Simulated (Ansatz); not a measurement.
# NiS: the cost of one run

Program: Ansatz 0.2.0. Level of theory: DFT LDA without U, plane waves, PAW. These are calculated values, not measurements.

### 1 The system as given

The structure is hexagonal, space group P6_3/mmc (No. 194). Conventional cell: a = 3.425 Å, b = 3.425 Å, c = 5.340 Å, α = 90.00°, β = 90.00°, γ = 120.00°. Ni (site symmetry -3m) is surrounded by 6 S at 2.39 Å and 2 Ni at 2.67 Å. S (site symmetry -6m2) has 6 Ni at 2.39 Å as nearest neighbours.

As a file:

```xyz
8
Lattice="3.4250 0.0000 0.0000 -3.4250 5.9323 0.0000 0.0000 0.0000 5.3400" Properties=species:S:1:pos:R:3 pbc="T T T"
Ni    0.0000    0.0000    0.0000
Ni    0.0000    0.0000    2.6700
S     0.0000    1.9774    1.3350
S     1.7125    0.9887    4.0050
Ni   -1.7125    2.9661    0.0000
Ni   -1.7125    2.9661    2.6700
S    -1.7125    4.9436    1.3350
S     0.0000    3.9549    4.0050
```

Magnetic order typed: antiferromagnetic, doubled cell 0 1/2 0.

An earlier series on this cell reached its lowest free state from «random orbitals: fully mixed, first filling», perhaps among other starts (it ended without moments).

### 2 Random orbitals: single harmonics, second filling

input.yaml reads:

```yaml
crystal:
  lattice:
    - [3.42500121, 0.0, 0.0]
    - [-3.42500122, 5.93227612, 0.0]
    - [0.0, 0.0, 5.33999987]
  atoms:
    - { symbol: Ni, position: [0.0, 0.0, 0.0], spin: 0.3 }
    - { symbol: Ni, position: [0.0, 0.0, 0.5], spin: 0.3 }
    - { symbol: S, position: [0.3333333333, 0.3333333334, 0.25] }
    - { symbol: S, position: [0.6666666667, 0.1666666666, 0.75] }
    - { symbol: Ni, position: [0.0, 0.5, 0.0], spin: -0.3 }
    - { symbol: Ni, position: [0.0, 0.5, 0.5], spin: -0.3 }
    - { symbol: S, position: [0.3333333333, 0.8333333333, 0.25] }
    - { symbol: S, position: [0.6666666667, 0.6666666666, 0.75] }
basis:
  ecutwfc: 420
  ecutrho_ratio: 4
kpoints:
  mp_grid: { grid: [6, 6, 4] }
hamiltonian:
  xc: lda
  hubbard:
    sites:
      - { site: 0, l: d, u_eff: 0.0, starting_ns: [{ spin: up, occupation_matrix: s0up }, { spin: down, occupation_matrix: s0down }] }
      - { site: 1, l: d, u_eff: 0.0, starting_ns: [{ spin: up, occupation_matrix: s1up }, { spin: down, occupation_matrix: s1down }] }
      - { site: 4, l: d, u_eff: 0.0, starting_ns: [{ spin: up, occupation_matrix: s4up }, { spin: down, occupation_matrix: s4down }] }
      - { site: 5, l: d, u_eff: 0.0, starting_ns: [{ spin: up, occupation_matrix: s5up }, { spin: down, occupation_matrix: s5down }] }
    occupation_matrices:
      s0up:
        matrix:
          - [0.97, 0.0, 0.0, 0.0, 0.0]
          - [0.0, 0.97, 0.0, 0.0, 0.0]
          - [0.0, 0.0, 0.97, 0.0, 0.0]
          - [0.0, 0.0, 0.0, 0.97, 0.0]
          - [0.0, 0.0, 0.0, 0.0, 0.02]
      s0down:
        matrix:
          - [0.97, 0.0, 0.0, 0.0, 0.0]
          - [0.0, 0.97, 0.0, 0.0, 0.0]
          - [0.0, 0.0, 0.02, 0.0, 0.0]
          - [0.0, 0.0, 0.0, 0.97, 0.0]
          - [0.0, 0.0, 0.0, 0.0, 0.97]
      s1up:
        matrix:
          - [0.97, 0.0, 0.0, 0.0, 0.0]
          - [0.0, 0.97, 0.0, 0.0, 0.0]
          - [0.0, 0.0, 0.02, 0.0, 0.0]
          - [0.0, 0.0, 0.0, 0.97, 0.0]
          - [0.0, 0.0, 0.0, 0.0, 0.97]
      s1down:
        matrix:
          - [0.97, 0.0, 0.0, 0.0, 0.0]
          - [0.0, 0.02, 0.0, 0.0, 0.0]
          - [0.0, 0.0, 0.97, 0.0, 0.0]
          - [0.0, 0.0, 0.0, 0.97, 0.0]
          - [0.0, 0.0, 0.0, 0.0, 0.97]
      s4up:
        matrix:
          - [0.97, 0.0, 0.0, 0.0, 0.0]
          - [0.0, 0.97, 0.0, 0.0, 0.0]
          - [0.0, 0.0, 0.97, 0.0, 0.0]
          - [0.0, 0.0, 0.0, 0.02, 0.0]
          - [0.0, 0.0, 0.0, 0.0, 0.97]
      s4down:
        matrix:
          - [0.02, 0.0, 0.0, 0.0, 0.0]
          - [0.0, 0.97, 0.0, 0.0, 0.0]
          - [0.0, 0.0, 0.97, 0.0, 0.0]
          - [0.0, 0.0, 0.0, 0.97, 0.0]
          - [0.0, 0.0, 0.0, 0.0, 0.97]
      s5up:
        matrix:
          - [0.97, 0.0, 0.0, 0.0, 0.0]
          - [0.0, 0.97, 0.0, 0.0, 0.0]
          - [0.0, 0.0, 0.97, 0.0, 0.0]
          - [0.0, 0.0, 0.0, 0.02, 0.0]
          - [0.0, 0.0, 0.0, 0.0, 0.97]
      s5down:
        matrix:
          - [0.97, 0.0, 0.0, 0.0, 0.0]
          - [0.0, 0.97, 0.0, 0.0, 0.0]
          - [0.0, 0.0, 0.97, 0.0, 0.0]
          - [0.0, 0.0, 0.0, 0.02, 0.0]
          - [0.0, 0.0, 0.0, 0.0, 0.97]
    ns_hold: until_converged
scf:
  occupations: { method: gaussian, width: 0.05 }
  lower_state_search: "off"
  max_iter: 150
output:
  forces: true
  stress: true
  eigenvalues: true
  populations: true
  hubbard:
    sites:
      - { site: 0, l: d }
      - { site: 1, l: d }
      - { site: 4, l: d }
      - { site: 5, l: d }
magnetization:
  spin_polarized: true
```

The typed matrices put 0.97 on the chosen orbitals and 0.02 on the others, and are held until the SCF converges, then released.

Command:

```bash
$ ansatz run input.yaml --threads 4 --pin off --max-ram 6144MiB --backend cpu --events-out ev --progress --plain --runs-dir out
```

**Question.** How long does this run take on 4 threads of Arm Neoverse V1, shared host, and how much memory does it need?

About 96 s, with a peak of 0.93 GiB.
